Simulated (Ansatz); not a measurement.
**H₆O₂SSi₂: small, medium and large basis sets**

One table from this session's results is given with a row withheld; the runs are named, their logs left out.

Program: Ansatz 0.2.0, Gaussian basis. Level of theory: one geometry, several basis sets. These are calculated values, not measurements.

The runs, in order: PBE0-D4/def2-SVP; ωB97M-V/def2-SVP; PBE0-D4/def2-QZVPP; ωB97M-V/def2-QZVPP; the functionals' def2-TZVPP values are taken from earlier runs.

## The relaxed structure

All runs share one geometry, relaxed beforehand with PBE0-D4 in a triple-zeta def2 set.

SMILES `O[SiH](O)S[SiH3]`, 11 atoms, charge 0, spin multiplicity 1.

Atoms are counted from 1 here; the program's logs count them from 0.

Bond lengths: O1–Si2 1.628 Å, O1–H6 0.959 Å, Si2–O3 1.636 Å, Si2–S4 2.139 Å, Si2–H7 1.478 Å, O3–H8 0.958 Å, S4–Si5 2.140 Å, Si5–H9 1.484 Å, Si5–H10 1.484 Å, Si5–H11 1.482 Å. Angles: Si2–O1–H6 117.9°, O1–Si2–O3 108.6°, O1–Si2–S4 113.9°, O1–Si2–H7 104.7°, O3–Si2–S4 106.4°, O3–Si2–H7 113.7°, S4–Si2–H7 109.8°, Si2–O3–H8 117.5°, Si2–S4–Si5 98.0°, S4–Si5–H9 110.9°, S4–Si5–H10 110.9°, S4–Si5–H11 105.9°, H9–Si5–H10 109.2°, H9–Si5–H11 110.1°, H10–Si5–H11 109.8°.

The first run:

in.yaml reads:

```yaml
crystal:
  periodic: [false, false, false]
  atoms:
    - {symbol: O, position_ang: [-1.558695, -0.443510, 1.408753]}
    - {symbol: Si, position_ang: [-0.113161, -0.849586, 0.780535]}
    - {symbol: O, position_ang: [0.106769, -2.459113, 0.974446]}
    - {symbol: S, position_ang: [0.056873, -0.466138, -1.317001]}
    - {symbol: Si, position_ang: [0.499836, 1.624832, -1.202118]}
    - {symbol: H, position_ang: [-2.340449, -0.861845, 1.043197]}
    - {symbol: H, position_ang: [0.862396, -0.023045, 1.521140]}
    - {symbol: H, position_ang: [0.751683, -2.889252, 0.410721]}
    - {symbol: H, position_ang: [-0.500517, 2.332768, -0.365600]}
    - {symbol: H, position_ang: [1.854005, 1.849916, -0.637703]}
    - {symbol: H, position_ang: [0.446459, 2.127773, -2.595671]}
basis:
  gaussian: {orbitals: def2-SVP}
hamiltonian: {xc: pbe0, dispersion: d4}
output: {orbitals: {seedname: orbitals}}
```

Steps of the session up to this table: PBE0-D4 in def2-SVP; ωB97M-V in def2-SVP; PBE0-D4 in def2-QZVPP; ωB97M-V in def2-QZVPP.

One of the session's tables, all rows but one given; the rest of the session is left out.

It belongs to the step «Density functionals: the series». 

| functional | basis | HOMO (eV) | LUMO (eV) |
| --- | --- | --- | --- |
| PBE0-D4 | def2-SVP | -7.54 | 0.44 |
| PBE0-D4 | def2-TZVPP | -7.64 | 0.00 |
| PBE0-D4 | def2-QZVPP | -7.67 | -0.22 |
| ωB97M-V | def2-SVP | ? | ? |
| ωB97M-V | def2-TZVPP | -9.81 | 1.63 |
| ωB97M-V | def2-QZVPP | -9.84 | 1.12 |

**Question.** Estimate the row for ωB97M-V, def2-SVP.

The run gave: HOMO (eV): -9.67; LUMO (eV): 2.35. In the column «HOMO (eV)» it lies between ωB97M-V, def2-TZVPP (-9.81) and PBE0-D4, def2-QZVPP (-7.67).
